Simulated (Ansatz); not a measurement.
**CH₈OSSi₂: a ladder of functionals and wavefunction methods**

Aim: compute CH₈OSSi₂ with functionals from several rungs and with coupled cluster. The yardstick is the atomisation energy at the CCSD(T) limit.

Program: Ansatz 0.2.0, Gaussian basis. Level of theory: functionals in def2-TZVPP, the program's frozen cores in correlated methods. These are calculated values, not measurements.

Plan: LDA (SPW92), PBE-D4, revPBE-D4, BLYP-D4, r2SCAN-D4, B97M-V, PBE0-D4, B3LYP-D4, r2SCANh-D4, r2SCAN0-D4, HSE06-D4, BHLYP-D4, CAM-B3LYP-D4, LC-ωPBE, ωB97X-V, ωB97M-V, B2PLYP, PBE-QIDH; CCSD(T)/def2-SVP; CCSD(T)/def2-TZVPP; MP2/def2-QZVPP; extrapolation to the limit; RPA on PBE.

## (1) The geometry

The geometry comes from an earlier relaxation with PBE0-D4 in a triple-zeta def2 set; it is a stationary point, not always the lowest conformer.

SMILES `[SiH3]OC[SiH2]S`, 13 atoms, charge 0, spin multiplicity 1.

Atoms are counted from 1 here; the program's logs count them from 0.

Bond lengths: Si1–O2 1.648 Å, Si1–H6 1.489 Å, Si1–H7 1.489 Å, Si1–H8 1.481 Å, O2–C3 1.422 Å, C3–Si4 1.887 Å, C3–H9 1.098 Å, C3–H10 1.100 Å, Si4–S5 2.132 Å, Si4–H11 1.485 Å, Si4–H12 1.485 Å, S5–H13 1.345 Å. Angles: O2–Si1–H6 110.5°, O2–Si1–H7 110.4°, O2–Si1–H8 106.3°, H6–Si1–H7 108.3°, H6–Si1–H8 110.6°, H7–Si1–H8 110.7°, Si1–O2–C3 121.1°, O2–C3–Si4 107.6°, O2–C3–H9 111.0°, O2–C3–H10 110.9°, Si4–C3–H9 109.9°, Si4–C3–H10 110.0°, H9–C3–H10 107.4°, C3–Si4–S5 109.8°, C3–Si4–H11 110.4°, C3–Si4–H12 108.7°, S5–Si4–H11 106.3°, S5–Si4–H12 111.8° and more.

## (2) LDA

This LDA is Slater exchange with PW92 correlation.

Contents of in.yaml:

```yaml
crystal:
  periodic: [false, false, false]
  atoms:
    - {symbol: Si, position_ang: [-2.216608, 0.137798, -0.518342]}
    - {symbol: O, position_ang: [-0.736605, -0.065000, 0.177765]}
    - {symbol: C, position_ang: [0.429183, -0.251600, -0.614463]}
    - {symbol: Si, position_ang: [1.900352, -0.398877, 0.558625]}
    - {symbol: S, position_ang: [2.035931, 1.351290, 1.769202]}
    - {symbol: H, position_ang: [-2.580182, -1.057639, -1.328540]}
    - {symbol: H, position_ang: [-2.210516, 1.326229, -1.415322]}
    - {symbol: H, position_ang: [-3.176626, 0.326098, 0.593130]}
    - {symbol: H, position_ang: [0.579390, 0.593935, -1.299086]}
    - {symbol: H, position_ang: [0.344798, -1.160012, -1.228268]}
    - {symbol: H, position_ang: [3.169796, -0.473269, -0.208990]}
    - {symbol: H, position_ang: [1.733168, -1.624879, 1.380313]}
    - {symbol: H, position_ang: [0.748418, 1.261126, 2.148878]}
basis:
  gaussian: {orbitals: def2-TZVPP}
hamiltonian: {xc: lda}
output: {orbitals: {seedname: orbitals}}
```

The runs that follow: PBE-D4 (GGA); revPBE-D4 (GGA); BLYP-D4 (GGA); r2SCAN-D4 (meta-GGA); B97M-V (meta-GGA); PBE0-D4 (hybrid); B3LYP-D4 (hybrid); r2SCANh-D4 (hybrid); r2SCAN0-D4 (hybrid); HSE06-D4 (hybrid); BHLYP-D4 (hybrid); CAM-B3LYP-D4 (range-separated); LC-ωPBE (range-separated); ωB97X-V (range-separated); ωB97M-V (range-separated); B2PLYP (double hybrid); PBE-QIDH (double hybrid); CCSD(T) in def2-SVP; CCSD(T) in def2-TZVPP; MP2 in def2-QZVPP; RPA on PBE orbitals.

**Question.** What will the summary of the whole plan be? Wanted: atomisation energy, CCSD(T)/CBS; farthest beyond LDA; mean size of error, GGA; mean size of error, meta-GGA; mean size of error, hybrid; mean size of error, range-separated; mean size of error, double hybrid; gap, smallest and largest; T1 diagnostic.

As calculated:

```
                               quantity                                                       value
        atomisation energy, CCSD(T)/CBS                                                   44.941 eV
    functionals within 0.225 eV (0.5 %)  PBE-D4, r2SCAN-D4, B97M-V, B3LYP-D4, CAM-B3LYP-D4, ωB97M-V
                    farthest beyond LDA                                        BHLYP-D4 (-1.076 eV)
                mean size of error, GGA                                                    0.469 eV
           mean size of error, meta-GGA                                                    0.082 eV
             mean size of error, hybrid                                                    0.523 eV
    mean size of error, range-separated                                                    0.248 eV
      mean size of error, double hybrid                                                    0.692 eV
              gap, smallest and largest                   4.94 eV (LDA (SPW92)), 12.14 eV (LC-ωPBE)
                          T1 diagnostic                                                      0.0115
triples share of the correlation energy                                                       3.7 %
```

**Reading.** The LDA atomisation energy is off by 5.552 eV (12 %): it overbinds. PBE-D4 misses by -0.031 eV. Double hybrids carry the basis error of their MP2 part in triple zeta, and no dispersion term here, so their miss is partly the set-up's. Taken by rung, meta-GGA functionals do best (0.082 eV on average) and double hybrid ones worst beyond LDA (0.692 eV). Misses under about 0.225 eV are within the doubt on the reference itself, which lacks core-valence correlation, relativity and higher excitations. Hartree-Fock recovers 74 % of the binding; the rest is correlation. CCSD(T) in def2-SVP is off by -3.168 eV, which most functionals beat. The gap grows from 4.9 to 12.1 eV across the functionals, mostly with the share of exact exchange.
